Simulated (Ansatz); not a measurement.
**BGeH3+ (quartet): the correlation ladder, cc-pVTZ**

Aim: climb from Hartree-Fock through coupled cluster and multireference methods for BGeH3+ (quartet) at one geometry and basis, and see what each rung misses.

Program: Ansatz 0.2.0, Gaussian basis. Level of theory: cc-pVTZ, correlated electrons: outside noble gas. These are calculated values, not measurements.

To be run: UHF; CCSD(T) on ROHF; CCSD(T) on UHF; BCCD(T) on ROHF; CCSDT(Q) on ROHF; CCSDT(Q) on UHF; CASSCF and NEVPT2, 9 electrons in 11 orbitals.

## Step 1: The system

The geometry is a PBE0/def2-TZVP stationary point (not a proven minimum) of the parent state, kept for this charge and spin. No spin-orbit coupling is included. The filled d shell of Ge counts as core when cores are frozen.

5 atoms, charge 1, spin multiplicity 4.

Atoms are counted from 1 here; the program's logs count them from 0.

Bond lengths: Ge1–B2 1.947 Å, Ge1–H3 1.543 Å, Ge1–H4 1.534 Å, B2–H5 1.189 Å. Angles: B2–Ge1–H3 128.4°, B2–Ge1–H4 122.3°, H3–Ge1–H4 109.4°, Ge1–B2–H5 134.1°.

In the tables R marks a restricted open-shell determinant and U an unrestricted one; 'valence' is the active space of 9 electrons in 11 orbitals; correlation energies count from the lowest restricted Hartree-Fock solution.

## Step 2: UHF

Input file in.yaml:

```yaml
crystal:
  periodic: [false, false, false]
  atoms:
    - {symbol: Ge, position_ang: [0.000000, 0.015295, 0.254755]}
    - {symbol: B, position_ang: [0.000000, -0.169422, -1.683611]}
    - {symbol: H, position_ang: [0.000000, 1.310352, 1.093730]}
    - {symbol: H, position_ang: [0.000000, -1.198297, 1.192594]}
    - {symbol: H, position_ang: [0.000000, 0.602851, -2.587791]}
basis:
  gaussian: {orbitals: cc-pVTZ}
total_charge: 1
magnetization: {spin_polarized: true, initial_magnetization: 3}
hamiltonian: {xc: hf}
output: {orbitals: {seedname: orbitals}}
```

On the command line:

```console
> ansatz run in.yaml --threads 1 --pin off --events-out ev --progress --plain --max-ram 4096MiB --backend cpu
```

Further steps of the session: CCSD(T) on ROHF; CCSD(T) on UHF; BCCD(T) on ROHF; CCSDT(Q) on ROHF; CCSDT(Q) on UHF; CASSCF and NEVPT2, 9 electrons in 11 orbitals.

Before running them: what should the planned runs give, taken together? Wanted: correlation energy, UCCSDT(Q); RMP2 from UCCSDT(Q); UMP2 from UCCSDT(Q); RCCSD from UCCSDT(Q); RCCSD(T) from UCCSDT(Q); UCCSD(T) from UCCSDT(Q); RCCSDT(Q) from UCCSDT(Q); NEVPT2 valence from UCCSDT(Q); T1 diagnostic.

As calculated:

| quantity | value |
| --- | --- |
| correlation energy, UCCSDT(Q) | -5.4276 eV |
| RMP2 from UCCSDT(Q) | +1274.1 meV |
| UMP2 from UCCSDT(Q) | +1257.2 meV |
| RCCSD from UCCSDT(Q) | +264.4 meV |
| RCCSD(T) from UCCSDT(Q) | +64.1 meV |
| UCCSD(T) from UCCSDT(Q) | +58.7 meV |
| RCCSDT(Q) from UCCSDT(Q) | +6.9 meV |
| NEVPT2 valence from UCCSDT(Q) | +791.6 meV |
| levels within 1 kcal/mol (43 meV) | RCCSDT, UCCSDT, RCCSDT(Q) |
| T1 diagnostic | 0.043 |
| effectively unpaired electrons | 3.03 |

**Reading.** RCCSD(T) lands +64.1 meV from the yardstick (1.2 % of the correlation energy). The occupations are near whole numbers, but T1 = 0.043 shows that the orbitals relax strongly. Of the multireference levels listed NEVPT2 valence comes nearest (+791.6 meV). These misses are within one basis and frozen core, not against nature; frozen cores of the runs differ by up to some meV.
